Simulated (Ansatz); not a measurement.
B3Ru2:

```
CELL_PARAMETERS angstrom
2.90510 0.00000 0.00000
-1.45255 2.51589 0.00000
0.00000 0.00000 12.81250
ATOMIC_POSITIONS crystal
Ru 0.66667 0.33333 0.86015
Ru 0.33333 0.66667 0.36015
Ru 0.66667 0.33333 0.63985
Ru 0.33333 0.66667 0.13985
B 0.66667 0.33333 0.25000
B 0.33333 0.66667 0.75000
B 0.66667 0.33333 0.02780
B 0.33333 0.66667 0.52780
B 0.66667 0.33333 0.47220
B 0.33333 0.66667 0.97220
```

Base run:

| Quantity | Value |
| --- | --- |
| Program | Ansatz 0.2.0 |
| Functional | PBEsol |
| Potentials or basis | all-electron LAPW, scalar-relativistic |
| Cutoff | 282 eV (chosen from the basis error) |
| Basis error allowed | 0.002 eV/atom |
| k mesh | 10 × 10 × 2 |
| Occupations | fermi-dirac, width 0.05 eV |
| Spin | no spin polarisation |

Its results: pressure -4.4 GPa; largest force 0.794 eV/Å.

The run is repeated on the same cell with these changes: functional from PBEsol to LDA. What comes out?

Pressure -10.1 GPa; largest force 0.749 eV/Å.

LDA binds more tightly than PBEsol, so the same cell stands under less pressure.
